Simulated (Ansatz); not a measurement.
# C2H9BSSi: the cost of one run

Method: RKS r2SCAN-D4/6-31G*, in Ansatz 0.2.0.

## Step 1: The starting structure

Bond lengths: B1–C2 1.559 Å, C2–Si3 1.878 Å, Si3–C4 1.777 Å, Si3–S5 2.176 Å, B1–H6 1.211 Å, B1–H7 1.169 Å, C2–H8 1.095 Å, C2–H9 1.133 Å, Si3–H10 1.501 Å, C4–H11 1.192 Å, C4–H12 1.103 Å, C4–H13 1.127 Å, S5–H14 1.422 Å. Angles (14 of 22 angles, heavy atoms first): B1–C2–Si3 111.6°, C2–Si3–C4 112.4°, C2–Si3–S5 108.2°, C4–Si3–S5 108.0°, B1–C2–H8 111.9°, B1–C2–H9 105.8°, Si3–C2–H8 107.9°, Si3–C2–H9 109.8°, C2–B1–H6 120.6°, C2–B1–H7 120.9°, C2–Si3–H10 108.3°, C4–Si3–H10 111.4°, S5–Si3–H10 108.5°, Si3–C4–H11 109.2°.

Structure file:

```xyz
14

B    -0.6833   -1.2782    1.6978
C     0.4648   -1.1829    0.6481
Si    0.5346    0.5169   -0.1463
C    -0.8940    0.8560   -1.1475
S     2.2898    0.5961   -1.4295
H    -0.7400   -0.4975    2.6217
H    -1.5916   -1.9951    1.5309
H     0.3493   -1.9227   -0.1507
H     1.4232   -1.3785    1.2206
H     0.6946    1.5383    0.9413
H    -1.8695    0.8230   -0.4629
H    -1.0487    0.0748   -1.9110
H    -0.9366    1.8698   -1.6371
H     1.9943    1.9508   -1.7468
```

## Step 2: Relaxing end A

input.yaml reads:

```yaml
crystal:
  periodic: [false, false, false]
  atoms:
    - { symbol: B, position_ang: [-0.6833, -1.2782, 1.6978] }
    - { symbol: C, position_ang: [0.4648, -1.1829, 0.6481] }
    - { symbol: Si, position_ang: [0.5346, 0.5169, -0.1463] }
    - { symbol: C, position_ang: [-0.894, 0.856, -1.1475] }
    - { symbol: S, position_ang: [2.2898, 0.5961, -1.4295] }
    - { symbol: H, position_ang: [-0.74, -0.4975, 2.6217] }
    - { symbol: H, position_ang: [-1.5916, -1.9951, 1.5309] }
    - { symbol: H, position_ang: [0.3493, -1.9227, -0.1507] }
    - { symbol: H, position_ang: [1.4232, -1.3785, 1.2206] }
    - { symbol: H, position_ang: [0.6946, 1.5383, 0.9413] }
    - { symbol: H, position_ang: [-1.8695, 0.823, -0.4629] }
    - { symbol: H, position_ang: [-1.0487, 0.0748, -1.911] }
    - { symbol: H, position_ang: [-0.9366, 1.8698, -1.6371] }
    - { symbol: H, position_ang: [1.9943, 1.9508, -1.7468] }
basis:
  gaussian: { orbitals: "6-31G*" }
hamiltonian:
  xc: r2scan
  dispersion: d4
relax:
  f_tol: 0.02
  max_steps: 50
```

The run is started by

```
ansatz run input.yaml --threads 2 --pin off --max-ram 3072MiB --backend cpu --events-out ev --progress --plain --runs-dir out
```

Q: Estimate wall time and peak memory on 2 threads of AMD EPYC 7B13 (Zen 3), shared host.

About 46 s, with a peak of 0.2 GiB.
